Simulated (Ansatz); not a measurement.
# BaBr3: the cost of one run

Program: Ansatz 0.2.0. Level of theory: DFT PBE, scalar-relativistic, plane waves, PAW. These are calculated values, not measurements.

### 1 The structure to begin with

It takes space group P6_3/mmc (No. 194, hexagonal). Conventional cell: a = 6.923 Å, b = 6.923 Å, c = 6.256 Å, α = 90.00°, β = 90.00°, γ = 120.00°. Ba (site symmetry -6m2) is surrounded by 12 Br at 3.46 to 3.68 Å. Around Br (site symmetry mm2) lie 8 Br at 3.35 to 3.75 Å and 4 Ba at 3.46 to 3.68 Å.

Coordinates:

```xyz
8
Lattice="6.9226 0.0000 0.0000 -3.4613 5.9951 0.0000 0.0000 0.0000 6.2563" Properties=species:S:1:pos:R:3 pbc="T T T"
Ba    3.4613    1.9984    1.5641
Ba    0.0000    3.9968    4.6923
Br    1.7844    1.0302    4.6923
Br    5.1382    1.0302    4.6923
Br    3.4613    3.9347    4.6923
Br    1.6769    4.9649    1.5641
Br   -1.6769    4.9649    1.5641
Br    0.0000    2.0604    1.5641
```

(A quick probe on a coarse mesh, which set the mesh and smearing, is not shown.)

### 3 Full relaxation

The input, input.yaml:

```yaml
crystal:
  lattice:
    - [6.9225799395, 0.0, 0.0]
    - [-3.4612899697, 5.9951300873, 0.0]
    - [0.0, 0.0, 6.256339]
  atoms:
    - { symbol: Ba, position: [0.66666667, 0.33333333, 0.25] }
    - { symbol: Ba, position: [0.33333333, 0.66666667, 0.75] }
    - { symbol: Br, position: [0.34368, 0.17184, 0.75] }
    - { symbol: Br, position: [0.82816, 0.17184, 0.75] }
    - { symbol: Br, position: [0.82816, 0.65632, 0.75] }
    - { symbol: Br, position: [0.65632, 0.82816, 0.25] }
    - { symbol: Br, position: [0.17184, 0.82816, 0.25] }
    - { symbol: Br, position: [0.17184, 0.34368, 0.25] }
basis:
  ecutwfc: 420
kpoints:
  mp_grid: { grid: [6, 6, 6] }
hamiltonian:
  xc: pbe
scf:
  occupations: { method: gaussian, width: 0.1 }
output:
  forces: true
  stress: true
  eigenvalues: true
  write_density: true
  write_potential: true
  elf: true
  volumetric_format: npy
relax:
  adjacent_minimum: "off"
  f_tol: 0.01
  max_steps: 80
  cell: { stress_tol: 0.05 }
```

The run is started by

```
$ ansatz run input.yaml --threads 1 --pin off --max-ram 2560MiB --backend cpu --events-out ev --progress --plain --runs-dir out
```

Q: Estimate wall time and peak memory on 1 thread of Arm Neoverse V1, shared host.

About 95 s, with a peak of 0.58 GiB.
